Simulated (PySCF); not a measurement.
# C₅H₄O₂: magnetic properties

Wanted: magnetic properties for C₅H₄O₂ (`O=COC=C1C=C1`).

Programs: PySCF 2.14.0, with routines of our own; each step states its level. All values are computed. Atoms count from 0.

### 1 The starting structure

11 atoms, charge 0, multiplicity 1; geometry from: GFN2-xTB.

### 2 Magnetic properties: GIAO B97-2/pcSseg-1

What the job is given:

```
{"job": {"kind": "mag", "xc": "B97-2", "basis": "pcSseg-1", "isotopologues": 2}, "charge": 0, "multiplicity": 1}
O      1.050391     1.228666    -1.207925
C      1.758238     0.267487    -1.099416
O      1.631366    -0.757868    -0.286079
C      0.564112    -0.854739     0.622225
C     -0.596419    -0.251852     0.513615
C     -1.567450     0.612080    -0.126977
C     -1.925940     0.037925     1.008252
H      2.671025     0.107497    -1.703640
H      0.822738    -1.523935     1.426580
H     -1.757190     1.260877    -0.945799
H     -2.645446    -0.123468     1.773200
```

Level: GIAO B97-2/pcSseg-1 magnetisability, rotational g tensor and spin-rotation constants, non-relativistic, gas phase.

On the command line:

```
$ OMP_NUM_THREADS=1 python excited_run.py task.json out
```

One launch serves the whole session: the jobs run in the order shown.

The program printed:

```text
coarse grid: 10088 points
cycle   1  E = -342.8983931456  dE =  1.482e+00  |g| = 8.599e-01  |ddm| = 3.193e+00
cycle   2  E = -342.5481767532  dE =  3.502e-01  |g| = 1.601e+00  |ddm| = 1.663e+00
cycle   3  E = -343.0229377503  dE = -4.748e-01  |g| = 2.832e-01  |ddm| = 1.232e+00
cycle   4  E = -343.0371449494  dE = -1.421e-02  |g| = 1.017e-01  |ddm| = 2.670e-01
cycle   5  E = -343.0389042675  dE = -1.759e-03  |g| = 2.285e-02  |ddm| = 7.139e-02
cycle   6  E = -343.0390058431  dE = -1.016e-04  |g| = 9.598e-03  |ddm| = 2.524e-02
cycle   7  E = -343.0390283490  dE = -2.251e-05  |g| = 2.119e-03  |ddm| = 9.523e-03
cycle   8  E = -343.0390293098  dE = -9.608e-07  |g| = 4.491e-04  |ddm| = 2.019e-03
final grid: 99944 points
cycle   9  E = -343.0990846706  dE = -4.291e-05  |g| = 5.779e-03  |ddm| = 3.257e-02
cycle  10  E = -343.0990784507  dE =  6.220e-06  |g| = 8.358e-03  |ddm| = 9.564e-03
cycle  11  E = -343.0990901152  dE = -1.166e-05  |g| = 8.143e-04  |ddm| = 5.477e-03
cycle  12  E = -343.0990902247  dE = -1.095e-07  |g| = 3.722e-04  |ddm| = 6.936e-04
cycle  13  E = -343.0990902453  dE = -2.059e-08  |g| = 1.633e-04  |ddm| = 3.089e-04
cycle  14  E = -343.0990902503  dE = -4.974e-09  |g| = 3.192e-05  |ddm| = 1.292e-04
cycle  15  E = -343.0990902505  dE = -2.010e-10  |g| = 1.250e-05  |ddm| = 3.576e-05
converged SCF energy = -343.0990902505

Magnetisability tensor (1e-30 J/T^2)
     -737.73     -117.71      -64.82
     -117.71     -787.18     -161.54
      -64.82     -161.54     -733.84
isotropic -752.92   principal values    -992.73   -676.63   -589.39
isotropic susceptibility -45.342 1e-6 cm^3/mol

Inertial axes            a          b          c
rot. const./GHz      6.0374     2.1911     1.6353
chi total           -41.448    -35.915    -58.662
chi diamagnetic    -269.575   -599.698   -783.650
chi paramagnetic    228.127    563.783    724.988
quadrupole/D A        9.997     -4.716     -5.281
g nuclear            0.5615     0.5525     0.5539
g electronic        -0.6471    -0.5804    -0.5570
g total             -0.0856    -0.0278    -0.0031

Spin-rotation constants (kHz, H = +C I.J)
atom  isotope        aa         bb         cc
  7     1H        0.511     -0.204     -0.118
  8     1H       -0.631      0.184     -0.154
  9     1H       -0.609      0.249     -0.171
 10     1H        0.574     -0.199     -0.180
  0    17O*      -2.798     -1.392     -0.168
  1    13C*       2.738      0.767      0.431
  2    17O*      -2.017     -0.519     -0.208
  3    13C*       1.657      0.740      0.359
  4    13C*       2.563      0.778      0.117
  5    13C*       2.450      0.996      0.207
  6    13C*       2.841      0.742      0.191
* in the singly substituted isotopologue

Isotopologues: g along a, b, c
2H    at 7,8,9,10          -0.0768    -0.0256    -0.0026
18O   at 0                 -0.0820    -0.0273    -0.0030
```

It took 18 s on 1 thread of Arm Neoverse V1, shared host; peak memory 0.65 GiB.

From this job:

```
              quantity                      value
       magnetisability            -753·10⁻³⁰ J/T²
  molar susceptibility         -45.3·10⁻⁶ cm³/mol
rotational g (a, b, c)  -0.0856, -0.0278, -0.0031
```

### 3 Magnetic properties (C5H4O2 radical): PBE/3-21G

Settings changed since step 2:

```diff
@@ -1,2 +1,2 @@
-{"job": {"kind": "mag", "xc": "B97-2", "basis": "pcSseg-1", "isotopologues": 2}, "charge": 0, "multiplicity": 1}
+{"job": {"kind": "mag", "xc": "PBE", "basis": "3-21G", "gauge": [2, 0, 0], "scf": {"max_cycle": 52}}, "charge": 0, "multiplicity": 2}
 O      1.050391     1.228666    -1.207925
```

With the program's defaults for keys left out, this is: PBE/3-21G.

The program printed:

```text
RuntimeError: Electron number 50 and spin 1 are not consistent
Note mol.spin = 2S = Nalpha - Nbeta, not 2S+1
```

It took 0.03 s on 1 thread of Arm Neoverse V1, shared host.

Why it failed: Charge and multiplicity don't fit the number of electrons: an even count needs an odd multiplicity, and the reverse. Cure: mend the charge or the multiplicity.

### 4 Outcome

| quantity | value |
| --- | --- |
| magnetisability (step 2, GIAO B97-2/pcSseg-1) | -753·10⁻³⁰ J/T² |
| molar susceptibility (step 2, GIAO B97-2/pcSseg-1) | -45.3·10⁻⁶ cm³/mol |
| rotational g (a, b, c) (step 2, GIAO B97-2/pcSseg-1) | -0.0856, -0.0278, -0.0031 |
| runs | 1 failed, 0 ended on unsound input |

What this shows: The values above hold for this geometry and these levels alone. Vibrational averaging and real surroundings are missing from these values.
